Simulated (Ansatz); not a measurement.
## Y3Ge in Ansatz: the effect of functional

The system is Y3Ge.

```
Y Ge
1.0
    -2.26539    2.26539    5.19702
     2.26539   -2.26539    5.19702
     2.26539    2.26539   -5.19702
Y Ge
3 1
Direct
  0.50000 0.50000 0.00000
  0.25000 0.75000 0.50000
  0.75000 0.25000 0.50000
  0.00000 0.00000 0.00000
```

The cell comes from a database or a generator and needn't be the stable form of this composition.

Alike in all runs:

| Property | Result |
| --- | --- |
| Program | Ansatz 0.2.0 |
| Task | band structure |
| Potentials or basis | Ansatz PAW |
| k mesh | 5 × 5 × 5 |
| Occupations | fermi-dirac, width 0.05 eV |
| Spin | no spin polarisation |

Problem. One run gave: pressure -4.7 GPa. Which functional did it use?
A. LDA
B. PBEsol
C. BLYP
D. RPBE
E. revPBE

Solution. A.

| functional | cutoff | pressure (GPa) |
| --- | --- | --- |
| LDA | 420 eV (not typed: the program's choice for these potentials) | -4.7 |
| PBEsol | 420 eV (not typed: the program's choice for these potentials) | -2.7 |
| RPBE | 420 eV (not typed: the program's choice for these potentials) | 1.6 |
| revPBE | 420 eV (not typed: the program's choice for these potentials) | 1.1 |
| BLYP | 420 eV (not typed: the program's choice for these potentials) | 2.1 |
| r2SCAN | 500 eV (not typed: the program's choice for these potentials) | -0.4 |

Caveats: all runs use coarse meshes; the PAW data sets come from PBE, with cores solved anew for the run's functional, which leaves a small shift of forces and pressure.

Runs at the PBE level aren't shown here.
